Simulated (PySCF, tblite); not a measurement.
# C6H4FN3: infrared bands and NMR shifts

Aim: predict the infrared bands and NMR shifts of C6H4FN3 (`Fc1cccc2cnnn12`).

Programs: tblite 0.8.0 and PySCF 2.14.0, with density-fitted response routines of our own. Each step states its level of theory. These are calculated values for one molecule in the gas phase, unless marked as measured. Atoms are numbered from 0 throughout.

### Step 1. The starting structure

14 atoms, charge 0, multiplicity 1; geometry from: GFN2-xTB.

Bonds of the start (Å): F0–C1 1.33, C1–C2 1.36, C2–C3 1.41, C3–C4 1.36, C4–C5 1.40, C5–C6 1.39, C6–N7 1.33, N7–N8 1.28, N8–N9 1.33, N9–C1 1.35, N9–C5 1.39, C2–H10 1.08, C3–H11 1.08, C4–H12 1.08, C6–H13 1.07.

### Step 2. Harmonic vibrations with GFN2-xTB

What the job is given:

```
{"job": {"kind": "ir", "xc": "GFN2-xTB", "basis": "xTB"}, "charge": 0, "multiplicity": 1}
F     -0.462137     2.765999    -0.358565
C     -0.523114     1.450559    -0.164265
C     -1.694170     0.792122     0.031859
C     -1.682353    -0.607748     0.232877
C     -0.505697    -1.296660     0.230046
C      0.693091    -0.595485     0.023736
C      2.056524    -0.872607    -0.056331
N      2.706764     0.269533    -0.277201
N      1.887884     1.254079    -0.346576
N      0.655066     0.782088    -0.170344
H     -2.617921     1.345222     0.031685
H     -2.619227    -1.117463     0.388198
H     -0.463512    -2.362692     0.380496
H      2.568125    -1.807420     0.032221
```

**Question.** This job is followed by: GIAO PBE0/pcSseg-1 NMR shielding, non-relativistic, gas phase. What will the session give for the following? strongest single infrared mode (GFN2-xTB); zero-point energy (GFN2-xTB); 13C shifts against TMS (PBE0/pcSseg-1); 1H shifts against TMS (PBE0/pcSseg-1); 19F shifts against CFCl3 (PBE0/pcSseg-1); 15N shifts against NH3 (PBE0/pcSseg-1).

**Answer**, as computed:

| quantity | value |
| --- | --- |
| strongest single infrared mode (GFN2-xTB) | 1512 cm⁻¹, 123 km/mol |
| zero-point energy (GFN2-xTB) | 59.3 kcal/mol |
| 13C shifts against TMS (PBE0/pcSseg-1) | 159.0, 144.6, 130.6, 129.4, 119.0, 101.0 ppm |
| 1H shifts against TMS (PBE0/pcSseg-1) | 8.31, 7.84, 7.45, 6.84 ppm |
| 19F shifts against CFCl3 (PBE0/pcSseg-1) | -110.2 ppm |
| 15N shifts against NH3 (PBE0/pcSseg-1) | 396.1, 363.9, 272.8 ppm |

What this shows: No mode is imaginary among the 36: a minimum at this level. The strongest single mode, at 1512 cm⁻¹, is carried by C1, C2, C5, N9. Unscaled tight-binding wavenumbers are off by several per cent, some by more. Its intensities can rank the bands wrongly. At PBE0/pcSseg-1: The widest tensor belongs to N7: span 592 ppm, with a paramagnetic part of -455 ppm. NICS(1)zz of -22 ppm above the planar ring from C1 marks a diatropic (aromatic) ring current. NICS(1)zz of -41 ppm above the planar ring from C5 marks a diatropic (aromatic) ring current.
